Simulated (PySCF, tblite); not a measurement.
**C₄H₁₃PSi₂: geometry, infrared bands and NMR shifts**

Aim: predict the infrared bands and NMR shifts of C₄H₁₃PSi₂ (`CC/C=C/[Si@H]([SiH3])P`).

Programs: tblite 0.8.0 and PySCF 2.14.0, with density-fitted response routines of our own. Each step states its level of theory. These are calculated values for one molecule in the gas phase, unless marked as measured. Atoms are numbered from 0 throughout.

### 1 Starting geometry

20 atoms, charge 0, multiplicity 1; geometry from: force field or distance geometry start.

Bonds of the start (Å): C0–C1 1.51, C1–C2 1.52, C2–C3 1.31, C3–Si4 1.81, Si4–Si5 2.21, Si4–P6 2.21, C0–H7 1.11, C0–H8 1.09, C0–H9 1.13, C1–H10 1.11, C1–H11 1.11, C2–H12 1.08, C3–H13 1.10, Si4–H14 1.48, Si5–H15 1.47, Si5–H16 1.50, Si5–H17 1.47, P6–H18 1.47, P6–H19 1.44.

### 2 Relaxing the molecule with GFN2-xTB

The job: settings as JSON, then the geometry in Å.

```
{"job": {"kind": "relax", "xc": "GFN2-xTB", "basis": "xTB"}, "charge": 0, "multiplicity": 1}
C     -3.062600    -0.734200    -0.423200
C     -2.309500     0.555300    -0.190200
C     -0.817900     0.368500    -0.412100
C     -0.043600     0.620100     0.613200
Si     1.748800     0.426400     0.456000
Si     2.550600     0.848800    -1.565000
P      2.244500    -1.649700     1.046000
H     -4.006300    -0.479500    -0.945900
H     -2.480500    -1.444100    -1.011800
H     -3.376700    -1.223600     0.544400
H     -2.540000     0.876200     0.846200
H     -2.721200     1.312700    -0.894100
H     -0.445800     0.063000    -1.381300
H     -0.437500     0.923900     1.597100
H      2.429000     1.338600     1.396000
H      2.379200     2.251700    -1.966300
H      4.031200     0.649800    -1.479500
H      2.093100    -0.107500    -2.586200
H      1.204500    -2.540700     0.515200
H      3.555400    -2.044900     0.609300
```

Command:

```console
OMP_NUM_THREADS=1 python probes_run.py task.json out
```

The driver reads the jobs from task.json and runs them one after another.

**Question.** This job is followed by: GFN2-xTB harmonic vibrations, gas phase; GIAO PBE0/pcSseg-1 NMR shielding, non-relativistic, gas phase. What will the session give for the following? strongest single infrared mode (GFN2-xTB); zero-point energy (GFN2-xTB); 13C shifts against TMS (PBE0/pcSseg-1); 1H shifts against TMS (PBE0/pcSseg-1, means over atoms taken as alike); 29Si shifts against TMS (PBE0/pcSseg-1); 31P shifts against H3PO4 (PBE0/pcSseg-1).

**Answer**, as computed:

```
                                                              quantity                                               value
                             strongest single infrared mode (GFN2-xTB)                                772 cm⁻¹, 358 km/mol
                                          zero-point energy (GFN2-xTB)                                       92.3 kcal/mol
                                13C shifts against TMS (PBE0/pcSseg-1)                        163.1, 130.6, 37.2, 16.6 ppm
1H shifts against TMS (PBE0/pcSseg-1, means over atoms taken as alike)  6.32, 6.11, 4.77, 3.51, 2.39, 2.13, 1.07, 0.91 ppm
                               29Si shifts against TMS (PBE0/pcSseg-1)                                   -55.7, -114.7 ppm
                              31P shifts against H3PO4 (PBE0/pcSseg-1)                                          -295.0 ppm
```

In words: Relaxing lowered the energy by 1.233 eV in 221 steps; the close pair that moved most is Si4–Si5, from 2.215 to 2.329 Å. All 54 modes are real, so the xTB geometry is a minimum. The strongest single mode, at 772 cm⁻¹, has its largest shares on H17, C3, H15 and H16 (the list is cut at 4 atoms). Unscaled tight-binding wavenumbers are off by several per cent, some by more. Its intensities can rank the bands wrongly. At PBE0/pcSseg-1: The widest tensor belongs to C2: span 246 ppm, with a paramagnetic part of -235 ppm.
